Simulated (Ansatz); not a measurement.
# Cu3Pd: stress in a strained cell

Aim: deform Cu3Pd (equal xx and yy strain of +2 %) and compute stress, forces and field gradients with LAPW, PAW and all-electron datasets made for the crystal.

Method: DFT PBEsol, scalar-relativistic, in Ansatz 0.2.0.

### 1 The structure to begin with

The structure is cubic, space group Pm-3m (No. 221). The conventional cell has a = 3.722 Å, b = 3.722 Å, c = 3.722 Å, α = 90.00°, β = 90.00°, γ = 90.00°. Cu (site symmetry 4/mmm) has 8 Cu at 2.63 Å and 4 Pd at 2.63 Å in its first shell of neighbours. Pd (site symmetry m-3m) is surrounded by 12 Cu at 2.63 Å.

Structure file:

```cif
data_structure
_symmetry_space_group_name_H-M 'Pm-3m'
_symmetry_Int_Tables_number 221
_cell_length_a 3.7220
_cell_length_b 3.7220
_cell_length_c 3.7220
_cell_angle_alpha 90.000
_cell_angle_beta 90.000
_cell_angle_gamma 90.000
_cell_volume 51.56
loop_
_atom_site_label
_atom_site_type_symbol
_atom_site_symmetry_multiplicity
_atom_site_Wyckoff_symbol
_atom_site_fract_x
_atom_site_fract_y
_atom_site_fract_z
_atom_site_occupancy
Cu1 Cu 3 c 0.00000 0.50000 0.50000 1
Pd1 Pd 1 a 0.00000 0.00000 0.00000 1
```

The file gives the conventional cell by its symmetry; the runs use the cell typed in the input.

Atoms are numbered in the order of the input: Cu1, Cu2, Cu3, Pd4.

### 2 After the deformation

Space group Pm-3m before, P4/mmm after.

### 3 Full-potential LAPW

input.yaml

```yaml
crystal:
  lattice:
    - [3.79644, 0.0, 0.0]
    - [0.0, 3.79644, 0.0]
    - [0.0, 0.0, 3.722]
  atoms:
    - { symbol: Cu, position: [0.0, 0.5, 0.5] }
    - { symbol: Cu, position: [0.5, 0.0, 0.5] }
    - { symbol: Cu, position: [0.5, 0.5, 0.0] }
    - { symbol: Pd, position: [0.0, 0.0, 0.0] }
kpoints:
  mp_grid: { grid: [9, 9, 9] }
  band_path:
    path:
      - [0.0, 0.0, 0.0]
      - [0.0, 0.5, 0.0]
      - [0.5, 0.5, 0.0]
      - [0.0, 0.0, 0.0]
      - [0.0, 0.0, 0.5]
      - [0.0, 0.5, 0.5]
      - [0.5, 0.5, 0.5]
      - [0.0, 0.0, 0.5]
      - [0.0, 0.5, 0.0]
    npoints: 5
scf:
  occupations: { method: fermi_dirac, width: 0.05 }
hamiltonian:
  xc: pbesol
  pseudopotentials: { kind: all_electron, lapw: { basis_error: 0.0005 } }
output:
  forces: true
  stress: true
  eigenvalues: true
```

Command:

```sh
$ ansatz run input.yaml --threads 1 --pin off --max-ram 4096MiB --backend cpu --events-out ev --progress --plain --runs-dir out
```

### 4 PAW on the default files

input.yaml

```yaml
crystal:
  lattice:
    - [3.79644, 0.0, 0.0]
    - [0.0, 3.79644, 0.0]
    - [0.0, 0.0, 3.722]
  atoms:
    - { symbol: Cu, position: [0.0, 0.5, 0.5] }
    - { symbol: Cu, position: [0.5, 0.0, 0.5] }
    - { symbol: Cu, position: [0.5, 0.5, 0.0] }
    - { symbol: Pd, position: [0.0, 0.0, 0.0] }
kpoints:
  mp_grid: { grid: [9, 9, 9] }
scf:
  occupations: { method: fermi_dirac, width: 0.05 }
hamiltonian:
  xc: pbesol
  pseudopotentials: { kind: paw }
output:
  forces: true
  stress: true
  eigenvalues: true
  efg: { contact_densities: true }
```

### 5 All-electron PAW on datasets made for the crystal

Edit input.yaml of step 4 so:

```diff
@@ -16,3 +16,3 @@
   xc: pbesol
-  pseudopotentials: { kind: paw }
+  pseudopotentials: { kind: all_electron, datasets: crystal }
 output:
```

(Steps that only read results are left out.)

**Question.** What will these runs give? Wanted: pressure; largest shear or deviatoric stress.

The runs gave:

| quantity | value |
| --- | --- |
| pressure | LAPW -13.05, PAW -13.05, crystal datasets -13.05 GPa |
| largest shear or deviatoric stress (LAPW) | 0.49 GPa |

The largest part of the stress beyond the pressure is 0.49 GPa in size, in the zz component; the atoms are carried along and not relaxed. No run of the undeformed cell stands beside it, so pressure and stress hold what the given cell had before the change, as far as its symmetry allows. PAW: stress within 0.01 GPa of LAPW. Crystal datasets: stress within 0.01 GPa of LAPW.
